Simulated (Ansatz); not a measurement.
# Cl on a InSb(111) slab cut from the F-43m phase: a line through an energy map

How does the energy of Cl on a InSb(111) slab cut from the F-43m phase (4 atoms of substrate and one adsorbate in a 1 × 1 cell) vary with position of Cl5 along the first surface vector, from above In4, at position of Cl5 along the second surface vector, from above In4 = 0.222?

Computed with Ansatz 0.2.0 (DFT PBE+D3(BJ), scalar-relativistic, plane waves, PAW, unless a step's input says otherwise).

7 further runs of the same task are left out: 7 set aside as unsound or not needed. Runs told in other sessions of the task aren't counted.

### Step 1. The structure to begin with

Symmetry: P1, No. 1, triclinic system. Conventional cell: a = 4.629 Å, b = 4.629 Å, c = 22.015 Å, α = 90.00°, β = 90.00°, γ = 120.00°. Sb (site symmetry 1) is surrounded by 3 In at 2.83 Å. In (site symmetry 1) is surrounded by 4 Sb at 2.83 to 3.00 Å. Around Sb (site symmetry 1) lie 4 In at 2.78 to 3.00 Å. In (site symmetry 1) is surrounded by 3 Sb at 2.78 Å and 1 Cl at 3.46 Å. Cl (site symmetry 1) has 1 In at 3.46 Å in its first shell of neighbours.

Structure file:

```
CELL_PARAMETERS angstrom
4.62939 0.00000 0.00000
-2.31469 4.00917 0.00000
0.00000 0.00000 22.01518
ATOMIC_POSITIONS crystal
Sb 0.00000 0.00000 0.18169
In 0.33333 0.66667 0.22462
Sb 0.33333 0.66667 0.36093
In 0.66667 0.33333 0.39587
Cl 0.66667 0.55556 0.54577
```

This is the geometry of the first run shown, built on a cell relaxed beforehand with the same method.

### Step 2. The scan

Atoms count from 1 in the order of the input.

Cl is moved over the surface cell at a fixed height above a rigid substrate; the origin of the map has the adsorbate above In4; the height is held at 3.30 Å.

The axes are (1) position of Cl5 along the first surface vector, from above In4: 9 values from 0.000 to 0.889, periodic; (2) position of Cl5 along the second surface vector, from above In4: 9 values from 0.000 to 0.889, periodic.

Nothing else is relaxed. Points are written as (first, second).

The two vectors of the plane (Å): (4.629, 0.000, 0.000); (-2.315, 4.009, 0.000).

### Step 3. The run at (0/9, 2/9) of the map's two axes

The cell repeats along c, and a dipole correction in the vacuum removes the field between the copies.

input.yaml reads:

```yaml
crystal:
  lattice:
    - [4.6293886023, 0.0, 0.0]
    - [-2.3146943012, 4.0091681336, 0.0]
    - [0.0, 0.0, 22.0151773295]
  atoms:
    - { symbol: Sb, position: [0.0, 0.0, 0.1816928358] }
    - { symbol: In, position: [0.3333333333, 0.6666666667, 0.2246164052] }
    - { symbol: Sb, position: [0.3333333333, 0.6666666667, 0.3609342971] }
    - { symbol: In, position: [0.6666666667, 0.3333333333, 0.3958713209] }
    - { symbol: Cl, position: [0.6666666667, 0.5555555556, 0.5457679105] }
basis:
  ecutwfc: 420
kpoints:
  mp_grid: { grid: [6, 6, 1] }
hamiltonian:
  xc: pbe
  pseudopotentials: { kind: paw, azcp: { folder: soft_1 } }
  dispersion: d3bj
scf:
  occupations: { method: gaussian, width: 0.1 }
output:
  forces: true
  eigenvalues: true
efield:
  axis: 3
  dipole_correction: true
  ramp_width: 0.04
```

On the command line:

```console
$ ansatz run input.yaml --threads 1 --pin off --max-ram 3072MiB --backend cpu --events-out ev --progress --plain --runs-dir out
```

Log, shortened:

```text
Warning: RAYON_NUM_THREADS=1 ignored (pool sized by the plan → 1); use --threads N
[...]
Pseudopotentials: kind: paw
Pseudopotential: Sb, paw, valence charge 15, recommended cutoff 420 eV (normal), <dir>
Pseudopotential: In, paw, valence charge 13, recommended cutoff 420 eV (normal), <dir>
Pseudopotential: Cl, paw, valence charge 7, recommended cutoff 420 eV (normal), <dir>
Functional definition: PBE
[...]
Crystal: 5 atoms, lattice volume = 408.602 Å³
Basis set: ecut = 420 eV, 8023 PW (Γ), exchange–correlation on 64×64×300 points (8 copies of the dense FFT grid, shifted against one another)
Bands: 38, of which v1, the nominal top of the filled ones, is band 32 counted from 1 (31 counted from 0)
Symmetry: 1 space group operations
Space group: P1 (ITA 1), of the structure as read, at distance tolerance 7.4e-5 Å
k-points: 20 of 36 (time reversal used)
[...]
SCF iter   1: F=—  HF=-25246.344791 eV  |F-HF|=—  |Δ(HF+E_count)|=         —  Δρ=1.89e-2  dr2=9.78e0  ethr=3.10e-3  p=-0.000 e·Å  D=-4.24e-8 V/Å  ΔV_dip=0.00 eV  dr2_dipole=4.53e0  V_vac-E_F(+/−)=5.98/5.98 eV  ⟨swp⟩=8.2  Hψ=3600  notcnv=0
[...]
SCF iter  18: F=-25244.403032 eV  HF=-25244.403032 eV  |F-HF|=1.24e-8  |Δ(HF+E_count)|=   2.30e-7  Δρ=1.41e-6  dr2=1.88e-8  ethr=1.59e-10  p=-0.326 e·Å  D=-1.45e-1 V/Å  ΔV_dip=3.18 eV  dr2_dipole=7.52e-10  V_vac-E_F(+/−)=8.44/5.26 eV  ⟨swp⟩=14.4  Hψ=3850  notcnv=0
[...]
SCF converged after 18 iterations
Free energy (F): -25244.403032 eV
[...]
E sigma→0 (E₀):  -25244.368582 eV
Entropy (-TS):   -0.068901 eV (-13.780 meV/atom)
Fermi energy:    -1.804167 eV
Dipole field:    D = -0.144544 V/Å  (p = -0.326392 e·Å, saw-weighted, corrected)
Work function:   Φ+ = 8.4396 eV   Φ− = 5.2574 eV
Levels:          The Fermi level and band energies are counted from a zero that moves with the ramp; work functions are not
[...]
--- Forces (eV/Å), atoms counted from 1 ---
  atom   1  Sb    -0.00175348     0.00142944    -0.11987573
  atom   2  In    -0.00044342     0.00117987     0.38649184
  atom   3  Sb    -0.02073997     0.01608026    -0.36219177
  atom   4  In    -0.10848494     0.21345322     1.25247782
  atom   5  Cl     0.13142015    -0.23214312    -1.15687403
[...]
--- Band table (eV; the first three rows and the last of 20) ---
[...]
```

Run time: 41 s. Hardware: 1 thread of Arm Neoverse V1, shared host; peak memory 0.59 GiB.

This gives work function 8.44 eV (top face), 5.26 eV (bottom face); dipole along +c -0.326 e·Å per cell.

### Step 4. Point (1/9, 2/9) of the map's two axes

Changes to input.yaml since step 3:

```diff
@@ -10,3 +10,3 @@
     - { symbol: In, position: [0.6666666667, 0.3333333333, 0.3958713209] }
-    - { symbol: Cl, position: [0.6666666667, 0.5555555556, 0.5457679105] }
+    - { symbol: Cl, position: [0.7777777778, 0.5555555556, 0.5457679105] }
 basis:
```

On the command line:

```console
$ ansatz run input.yaml --threads 1 --pin off --max-ram 3072MiB --backend cpu --events-out ev --progress --plain --runs-dir out
```

Log, shortened:

```text
Warning: RAYON_NUM_THREADS=1 ignored (pool sized by the plan → 1); use --threads N
[...]
[... 5 set-up lines as earlier in the session ...]
[...]
Crystal: 5 atoms, lattice volume = 408.602 Å³
Basis set: ecut = 420 eV, 8023 PW (Γ), exchange–correlation on 64×64×300 points (8 copies of the dense FFT grid, shifted against one another)
Bands: 38, of which v1, the nominal top of the filled ones, is band 32 counted from 1 (31 counted from 0)
Symmetry: 2 space group operations
Space group: Cm (ITA 8), of the structure as read, at distance tolerance 7.4e-5 Å
k-points: 13 of 36 (time reversal used)
[...]
SCF iter  18: F=-25244.438269 eV  HF=-25244.438269 eV  |F-HF|=1.08e-9  |Δ(HF+E_count)|=   2.40e-8  Δρ=9.90e-7  dr2=1.18e-8  ethr=1.59e-10  p=-0.326 e·Å  D=-1.44e-1 V/Å  ΔV_dip=3.18 eV  dr2_dipole=2.65e-9  V_vac-E_F(+/−)=8.44/5.26 eV  ⟨swp⟩=13.8  Hψ=2326  notcnv=0
[...]
SCF converged after 18 iterations
Free energy (F): -25244.438269 eV
[...]
E sigma→0 (E₀):  -25244.403787 eV
Entropy (-TS):   -0.068963 eV (-13.793 meV/atom)
Fermi energy:    -1.809039 eV
Dipole field:    D = -0.144226 V/Å  (p = -0.325673 e·Å, saw-weighted, corrected)
Work function:   Φ+ = 8.4360 eV   Φ− = 5.2608 eV
Levels:          The Fermi level and band energies are counted from a zero that moves with the ramp; work functions are not
[...]
--- Forces (eV/Å), atoms counted from 1 ---
  atom   1  Sb    -0.00000000     0.00129066    -0.12759793
  atom   2  In    -0.00000000     0.00111179     0.40253221
  atom   3  Sb    -0.00000000     0.01587413    -0.38579139
  atom   4  In    -0.00000000     0.23577757     1.31699970
  atom   5  Cl     0.00000000    -0.25405324    -1.20613169
[...]
--- Band table (eV; the first three rows and the last of 13) ---
[...]
```

Run time: 26 s. Hardware: 1 thread of Arm Neoverse V1, shared host; peak memory 0.54 GiB.

Read from this run: work function 8.44 eV (top face), 5.26 eV (bottom face); dipole along +c -0.326 e·Å per cell.

### Step 5. The run at (4/9, 2/9) of the map's two axes

Changes to input.yaml since step 4:

```diff
@@ -10,3 +10,3 @@
     - { symbol: In, position: [0.6666666667, 0.3333333333, 0.3958713209] }
-    - { symbol: Cl, position: [0.7777777778, 0.5555555556, 0.5457679105] }
+    - { symbol: Cl, position: [1.1111111111, 0.5555555556, 0.5457679105] }
 basis:
```

On the command line:

```console
$ ansatz run input.yaml --threads 1 --pin off --max-ram 3072MiB --backend cpu --events-out ev --progress --plain --runs-dir out
```

Log, shortened:

```text
Warning: RAYON_NUM_THREADS=1 ignored (pool sized by the plan → 1); use --threads N
[...]
[... 5 set-up lines as earlier in the session ...]
[...]
Crystal: 5 atoms, lattice volume = 408.602 Å³
Basis set: ecut = 420 eV, 8023 PW (Γ), exchange–correlation on 64×64×300 points (8 copies of the dense FFT grid, shifted against one another)
Bands: 38, of which v1, the nominal top of the filled ones, is band 32 counted from 1 (31 counted from 0)
[... 2 set-up lines as earlier in the session ...]
k-points: 13 of 36 (time reversal used)
[...]
SCF iter  18: F=-25244.212107 eV  HF=-25244.212107 eV  |F-HF|=1.43e-8  |Δ(HF+E_count)|=   9.02e-8  Δρ=2.16e-6  dr2=4.85e-8  ethr=1.59e-10  p=-0.330 e·Å  D=-1.46e-1 V/Å  ΔV_dip=3.22 eV  dr2_dipole=9.64e-11  V_vac-E_F(+/−)=8.46/5.24 eV  ⟨swp⟩=13.2  Hψ=2695  notcnv=0
[...]
SCF converged after 18 iterations
Free energy (F): -25244.212107 eV
[...]
E sigma→0 (E₀):  -25244.177547 eV
Entropy (-TS):   -0.069120 eV (-13.824 meV/atom)
Fermi energy:    -1.773112 eV
Dipole field:    D = -0.146360 V/Å  (p = -0.330492 e·Å, saw-weighted, corrected)
Work function:   Φ+ = 8.4617 eV   Φ− = 5.2395 eV
Levels:          The Fermi level and band energies are counted from a zero that moves with the ramp; work functions are not
[...]
--- Forces (eV/Å), atoms counted from 1 ---
  atom   1  Sb     0.00138529     0.00079980    -0.07997968
  atom   2  In     0.00417191     0.00240865     0.29561436
  atom   3  Sb     0.02158911     0.01246448    -0.22429294
  atom   4  In     0.15054240     0.08691569     0.87449998
  atom   5  Cl    -0.17768977    -0.10258924    -0.86582777
[...]
--- Band table (eV; the first three rows and the last of 13) ---
[...]
```

Run time: 27 s. Hardware: 1 thread of Arm Neoverse V1, shared host; peak memory 0.54 GiB.

From the log: work function 8.46 eV (top face), 5.24 eV (bottom face); dipole along +c -0.330 e·Å per cell.

### Step 6. Changing settings: mp_grid.shift [0.5, 0.5, 0.0], dispersion d4

Changes to input.yaml since step 5:

```diff
@@ -14,3 +14,3 @@
 kpoints:
-  mp_grid: { grid: [6, 6, 1] }
+  mp_grid: { grid: [6, 6, 1], shift: [0.5, 0.5, 0.0] }
 hamiltonian:
@@ -18,3 +18,3 @@
   pseudopotentials: { kind: paw, azcp: { folder: soft_1 } }
-  dispersion: d3bj
+  dispersion: d4
 scf:
```

On the command line:

```console
$ ansatz run input.yaml --threads 1 --pin off --max-ram 3072MiB --backend cpu --events-out ev --progress --plain --runs-dir out
```

Log, shortened:

```text
Warning: crystal.symmetry: narrowed to the stabiliser of the k-point mesh — unitary ops 2 → 1; excluded 1 operation that carries a point of the 6×6×1 mesh (shift [0.5, 0.5, 0]) off the mesh (the run samples exactly the mesh kpoints.mp_grid names, as under crystal.symmetry.detect: false, [...]
Warning: RAYON_NUM_THREADS=1 ignored (pool sized by the plan → 1); use --threads N
[...]
[... 5 set-up lines as earlier in the session ...]
[...]
Crystal: 5 atoms, lattice volume = 408.602 Å³
Basis set: ecut = 420 eV, 8023 PW (Γ), exchange–correlation on 64×64×300 points (8 copies of the dense FFT grid, shifted against one another)
Bands: 38, of which v1, the nominal top of the filled ones, is band 32 counted from 1 (31 counted from 0)
[... 1 set-up line as earlier in the session ...]
[...]
SCF iter  21: F=-25244.331183 eV  HF=-25244.331183 eV  |F-HF|=4.73e-8  |Δ(HF+E_count)|=   6.13e-9  Δρ=2.85e-6  dr2=6.01e-8  ethr=1.59e-10  p=-0.329 e·Å  D=-1.46e-1 V/Å  ΔV_dip=3.21 eV  dr2_dipole=1.10e-8  V_vac-E_F(+/−)=8.46/5.25 eV  ⟨swp⟩=4.2  Hψ=2162  notcnv=0
[...]
SCF converged after 21 iterations
Free energy (F): -25244.331183 eV
[...]
E sigma→0 (E₀):  -25244.296859 eV
Entropy (-TS):   -0.068648 eV (-13.730 meV/atom)
Fermi energy:    -1.774435 eV
Dipole field:    D = -0.145653 V/Å  (p = -0.328895 e·Å, saw-weighted, corrected)
Work function:   Φ+ = 8.4606 eV   Φ− = 5.2541 eV
Levels:          The Fermi level and band energies are counted from a zero that moves with the ramp; work functions are not
[...]
--- Forces (eV/Å), atoms counted from 1 ---
  atom   1  Sb     0.11155480    -0.05978379    -0.03870314
  atom   2  In    -0.10714987     0.06696109     0.26767623
  atom   3  Sb     0.02715404     0.00591672    -0.23112419
  atom   4  In     0.14781748     0.08977597     0.87245763
  atom   5  Cl    -0.17937470    -0.10286840    -0.87031043
[...]
--- Band table (eV; the first three rows and the last of 18) ---
[...]
```

Run time: 46 s. Hardware: 1 thread of Arm Neoverse V1, shared host; peak memory 0.58 GiB.

```tsv
run	ending	energy change	gap (eV)	force (eV/Å)	cycles	time
step 5	converged	0	0.00	0.89	18	27 s
variant	converged	-23.8 meV/atom (dispersion and other settings together)	0.00	0.89	21	46 s
```

Changing the k-point mesh and dispersion term moves the energy by -23.8 meV/atom. Cost: 21 SCF cycles against 18, 46 s against 27 s.

### Step 7. Grid point (6/9, 2/9) of the map's two axes

Changes to input.yaml since step 5:

```diff
@@ -10,3 +10,3 @@
     - { symbol: In, position: [0.6666666667, 0.3333333333, 0.3958713209] }
-    - { symbol: Cl, position: [1.1111111111, 0.5555555556, 0.5457679105] }
+    - { symbol: Cl, position: [1.3333333333, 0.5555555556, 0.5457679105] }
 basis:
```

On the command line:

```console
$ ansatz run input.yaml --threads 1 --pin off --max-ram 3072MiB --backend cpu --events-out ev --progress --plain --runs-dir out
```

Log, shortened:

```text
Warning: RAYON_NUM_THREADS=1 ignored (pool sized by the plan → 1); use --threads N
[...]
[... 5 set-up lines as earlier in the session ...]
[...]
Crystal: 5 atoms, lattice volume = 408.602 Å³
Basis set: ecut = 420 eV, 8023 PW (Γ), exchange–correlation on 64×64×300 points (8 copies of the dense FFT grid, shifted against one another)
Bands: 38, of which v1, the nominal top of the filled ones, is band 32 counted from 1 (31 counted from 0)
[... 2 set-up lines as earlier in the session ...]
k-points: 20 of 36 (time reversal used)
[...]
SCF iter  20: F=-25244.145451 eV  HF=-25244.145451 eV  |F-HF|=1.18e-8  |Δ(HF+E_count)|=   3.26e-8  Δρ=1.04e-6  dr2=1.84e-8  ethr=1.59e-10  p=-0.332 e·Å  D=-1.47e-1 V/Å  ΔV_dip=3.24 eV  dr2_dipole=1.12e-8  V_vac-E_F(+/−)=8.47/5.23 eV  ⟨swp⟩=14.4  Hψ=3504  notcnv=0
[...]
SCF converged after 20 iterations
Free energy (F): -25244.145451 eV
[...]
E sigma→0 (E₀):  -25244.110699 eV
Entropy (-TS):   -0.069505 eV (-13.901 meV/atom)
Fermi energy:    -1.760296 eV
Dipole field:    D = -0.147119 V/Å  (p = -0.332206 e·Å, saw-weighted, corrected)
Work function:   Φ+ = 8.4726 eV   Φ− = 5.2338 eV
Levels:          The Fermi level and band energies are counted from a zero that moves with the ramp; work functions are not
[...]
--- Forces (eV/Å), atoms counted from 1 ---
  atom   1  Sb    -0.00020827    -0.00156330    -0.06740135
  atom   2  In    -0.00238328     0.00434204     0.26226698
  atom   3  Sb    -0.00791795     0.00827739    -0.16992444
  atom   4  In    -0.06015030     0.03977553     0.72833917
  atom   5  Cl     0.07065888    -0.05083069    -0.75327853
[...]
--- Band table (eV; the first three rows and the last of 20) ---
[...]
```

It took 42 s on 1 thread of Arm Neoverse V1, shared host; peak memory 0.59 GiB.

This gives work function 8.47 eV (top face), 5.23 eV (bottom face); dipole along +c -0.332 e·Å per cell.

### Step 8. Point (8/9, 2/9) of the map's two axes

Changes to input.yaml since step 7:

```diff
@@ -10,3 +10,3 @@
     - { symbol: In, position: [0.6666666667, 0.3333333333, 0.3958713209] }
-    - { symbol: Cl, position: [1.3333333333, 0.5555555556, 0.5457679105] }
+    - { symbol: Cl, position: [1.5555555556, 0.5555555556, 0.5457679105] }
 basis:
```

On the command line:

```console
$ ansatz run input.yaml --threads 1 --pin off --max-ram 3072MiB --backend cpu --events-out ev --progress --plain --runs-dir out
```

Log, shortened:

```text
Warning: RAYON_NUM_THREADS=1 ignored (pool sized by the plan → 1); use --threads N
[...]
[... 5 set-up lines as earlier in the session ...]
[...]
Crystal: 5 atoms, lattice volume = 408.602 Å³
Basis set: ecut = 420 eV, 8023 PW (Γ), exchange–correlation on 64×64×300 points (8 copies of the dense FFT grid, shifted against one another)
Bands: 38, of which v1, the nominal top of the filled ones, is band 32 counted from 1 (31 counted from 0)
[... 2 set-up lines as earlier in the session ...]
k-points: 20 of 36 (time reversal used)
[...]
SCF iter  18: F=-25244.313763 eV  HF=-25244.313763 eV  |F-HF|=3.70e-8  |Δ(HF+E_count)|=   5.41e-8  Δρ=2.14e-6  dr2=5.69e-8  ethr=1.59e-10  p=-0.328 e·Å  D=-1.45e-1 V/Å  ΔV_dip=3.20 eV  dr2_dipole=1.42e-8  V_vac-E_F(+/−)=8.45/5.25 eV  ⟨swp⟩=14.8  Hψ=3842  notcnv=0
[...]
SCF converged after 18 iterations
Free energy (F): -25244.313763 eV
[...]
E sigma→0 (E₀):  -25244.279306 eV
Entropy (-TS):   -0.068913 eV (-13.783 meV/atom)
Fermi energy:    -1.790739 eV
Dipole field:    D = -0.145279 V/Å  (p = -0.328050 e·Å, saw-weighted, corrected)
Work function:   Φ+ = 8.4483 eV   Φ− = 5.2500 eV
Levels:          The Fermi level and band energies are counted from a zero that moves with the ramp; work functions are not
[...]
--- Forces (eV/Å), atoms counted from 1 ---
  atom   1  Sb    -0.00235076     0.00176281    -0.10072600
  atom   2  In    -0.00231644     0.00132938     0.34493694
  atom   3  Sb    -0.02828487     0.01551223    -0.30023672
  atom   4  In    -0.16854427     0.15561705     1.08215319
  atom   5  Cl     0.20149539    -0.17422096    -1.02613838
[...]
--- Band table (eV; the first three rows and the last of 20) ---
[...]
```

Wall time 40 s (1 thread of Arm Neoverse V1, shared host); peak memory 0.59 GiB.

Read from this run: work function 8.45 eV (top face), 5.25 eV (bottom face); dipole along +c -0.328 e·Å per cell.

### Step 9. The line in numbers

| position of Cl5 along the first surface vector, from above In4 | step | energy (eV) | slope (eV per unit fraction) | dipole moment (e·Å) |
| --- | --- | --- | --- | --- |
| 0.000 | 3 | 0.035 | −0.61 | −0.326 |
| 0.111 | 4 | 0.000 | 0.00 | −0.326 |
| 0.222 | – | 0.035 | 0.61 | −0.326 |
| 0.333 | – | 0.125 | 0.93 | −0.328 |
| 0.444 | 5 | 0.226 | 0.82 | −0.331 |
| 0.556 | – | 0.293 | 0.33 | −0.332 |
| 0.667 | 7 | 0.293 | −0.33 | −0.332 |
| 0.778 | – | 0.226 | −0.82 | −0.331 |
| 0.889 | 8 | 0.125 | −0.93 | −0.328 |

Energies count from the lowest point of the line. Rows without a step come from runs not printed here or follow by symmetry. Slopes come from the forces (and the stress, where the cell changes), not from differences of energies.

```tsv
run	outcome
step 6, run with mp_grid.shift [0.5, 0.5, 0.0], dispersion d4 (against step 5)	-23.8 meV/atom
```

In words: The lowest point computed on the line is at 0.111. A fit to energies and slopes at the lowest point and its two neighbours puts the minimum at 0.1111, with a curvature of about 5.9 eV per (unit fraction)². The highest point computed, at 0.556, lies 0.293 eV above the lowest. This is one cut through a surface in two coordinates; the map's lowest point lies off it. The host is rigid and the atom is kept to this plane, so wells and barriers of the map are not those of diffusion. Spin-orbit coupling is left out for Sb. Spin polarisation is off in the runs that give these values; a magnetic solution could lie lower.
